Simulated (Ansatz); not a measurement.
# InGa3As4: the cost of one run

Program: Ansatz 0.2.0. Level of theory: DFT PBE, scalar-relativistic, plane waves, PAW. These are calculated values, not measurements.

### 1 Starting point

The structure is cubic, space group P-43m (No. 215). The conventional cell has a = 5.858 Å, b = 5.858 Å, c = 5.858 Å, α = 90.00°, β = 90.00°, γ = 90.00°. In (site symmetry -43m) is surrounded by 4 As at 2.63 Å. Ga (site symmetry -42m) has 4 As at 2.51 Å as nearest neighbours. Around As (site symmetry 3m) lie 3 Ga at 2.51 Å and 1 In at 2.63 Å.

As a file:

```xyz
8
Lattice="5.8578 0.0000 0.0000 0.0000 5.8578 0.0000 0.0000 0.0000 5.8578" Properties=species:S:1:pos:R:3 pbc="T T T"
In    0.0000    0.0000    0.0000
Ga    2.9289    0.0000    2.9289
Ga    2.9289    2.9289    0.0000
Ga    0.0000    2.9289    2.9289
As    1.5193    4.3385    4.3385
As    1.5193    1.5193    1.5193
As    4.3385    4.3385    1.5193
As    4.3385    1.5193    4.3385
```

The cell was relaxed beforehand at this level, from a generated guess; it needn't be the stable form of this composition. At a tolerance of 0.05 Å it has space group P-43m (No. 215); it has 25.13 Å³/atom, an uncorrected energy of -0.31 eV/atom over the elements.

### 2 Static run: bands, density of states and charges

File input.yaml:

```yaml
crystal:
  lattice:
    - [5.8577812134, 0.0, 0.0]
    - [0.0, 5.8577812134, 0.0]
    - [0.0, 0.0, 5.8577812134]
  atoms:
    - { symbol: In, position: [0.0, 0.0, 0.0] }
    - { symbol: Ga, position: [0.5, 0.0, 0.5] }
    - { symbol: Ga, position: [0.5, 0.5, 0.0] }
    - { symbol: Ga, position: [0.0, 0.5, 0.5] }
    - { symbol: As, position: [0.2593681375, 0.7406318625, 0.7406318625] }
    - { symbol: As, position: [0.2593681375, 0.2593681375, 0.2593681375] }
    - { symbol: As, position: [0.7406318625, 0.7406318625, 0.2593681375] }
    - { symbol: As, position: [0.7406318625, 0.2593681375, 0.7406318625] }
basis:
  ecutwfc: 420
kpoints:
  mp_grid: { grid: [6, 6, 6] }
  band_path:
    path:
      - [[0.0, 0.0, 0.0], [0.0, 0.5, 0.0], [0.5, 0.5, 0.0], [0.0, 0.0, 0.0], [0.5, 0.5, 0.5], [0.0, 0.5, 0.0]]
      - [[0.5, 0.5, 0.5], [0.5, 0.5, 0.0]]
    npoints: 14
hamiltonian:
  xc: pbe
scf:
  occupations: { method: gaussian, width: 0.1 }
  n_extra_bands: 20
output:
  forces: true
  stress: true
  eigenvalues: true
  populations: true
  dos: { projected: true, de: 0.02, nscf_kmesh: { grid: [8, 8, 8] } }
  bader: true
  write_density: true
  write_potential: true
  elf: true
  volumetric_format: npy
```

Started as:

```console
ansatz run input.yaml --threads 1 --pin off --max-ram 2560MiB --backend cpu --events-out ev --progress --plain --runs-dir out
```

**Question.** How long does this run take on 1 thread of Intel Xeon at 2.70GHz, shared host, and how much memory does it need?

About 4.3 min, with a peak of 0.97 GiB.
